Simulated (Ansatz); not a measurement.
**CH4Ge (triplet): the correlation ladder at a displaced geometry (v1), cc-pVDZ**

One table from this session's results is given with a row withheld; the runs are named, their logs left out.

Method: cc-pVDZ, core rule «outside noble gas», up to 15 orbitals frozen; program: Ansatz 0.2.0, Gaussian basis.

The runs, in order: UHF; CCSD(T) on ROHF; CCSD(T) on UHF; BCCD(T) on ROHF; CISD; CCSDT(Q) on ROHF; CCSDT(Q) on UHF.

21 further runs of the same task are left out: 5 that didn't finish, 16 set aside as unsound or not needed.

## What is computed

The geometry is a PBE0/def2-TZVP stationary point (not a proven minimum) with its atoms shifted at random (size 0.040 Å). No spin-orbit coupling is included. The filled d shell of Ge may be among the frozen orbitals whatever the setting's name suggests; the logs give the count.

6 atoms, charge 0, spin multiplicity 3.

Atoms are counted from 1 here; the program's logs count them from 0.

Bond lengths: Ge1–C2 1.983 Å, Ge1–H3 1.557 Å, C2–H4 1.099 Å, C2–H5 1.042 Å, C2–H6 1.127 Å. Angles: C2–Ge1–H3 117.7°, Ge1–C2–H4 110.1°, Ge1–C2–H5 114.0°, Ge1–C2–H6 110.1°, H4–C2–H5 111.4°, H4–C2–H6 105.3°, H5–C2–H6 105.4°.

Set-up of the first run:

in.yaml reads:

```yaml
crystal:
  periodic: [false, false, false]
  atoms:
    - {symbol: Ge, position_ang: [0.001714, -0.031763, 0.340356]}
    - {symbol: C, position_ang: [0.000881, 0.062050, -1.640474]}
    - {symbol: H, position_ang: [0.048845, 1.309875, 1.129370]}
    - {symbol: H, position_ang: [-0.053932, -0.949057, -2.067228]}
    - {symbol: H, position_ang: [0.798251, 0.600934, -2.039992]}
    - {symbol: H, position_ang: [-0.927174, 0.587915, -2.002807]}
basis:
  gaussian: {orbitals: cc-pVDZ}
magnetization: {spin_polarized: true, initial_magnetization: 2}
hamiltonian: {xc: hf}
output: {orbitals: {seedname: orbitals}}
```

Started as:

```sh
ansatz run in.yaml --threads 1 --pin off --events-out ev --progress --plain --max-ram 2393MiB
```

Steps of the session up to this table: UHF; CCSD(T) on ROHF; CCSD(T) on UHF; BCCD(T) on ROHF; CISD; CCSDT(Q) on ROHF; CCSDT(Q) on UHF.

One table of the session follows, with a row left open; its other results are not shown here.

```
   method  from UCCSDT(Q) (kcal/mol)
     ROHF                    +160.39
      UHF                    +159.08
     RMP2                     +25.88
     UMP2                     +25.62
     CISD                     +16.70
    RCCSD                      +5.10
    UCCSD                      +4.85
 RCCSD(T)                      +0.99
 UCCSD(T)                      +0.75
  BCCD(T)                          ?
   RCCSDT                      +0.45
   UCCSDT                      +0.21
RCCSDT(Q)                      +0.24
UCCSDT(Q)                          0
```

**Question.** Estimate the row for BCCD(T).

The run gave: from UCCSDT(Q) (kcal/mol): +0.97. In the column «from UCCSDT(Q) (kcal/mol)» it lies between UCCSD(T) (+0.75) and RCCSD(T) (+0.99).

To keep in mind: Restricted and unrestricted rows rest on different reference determinants; where their highest levels disagree by more than a few hundredths of an eV, they describe different states and don't form one ladder.
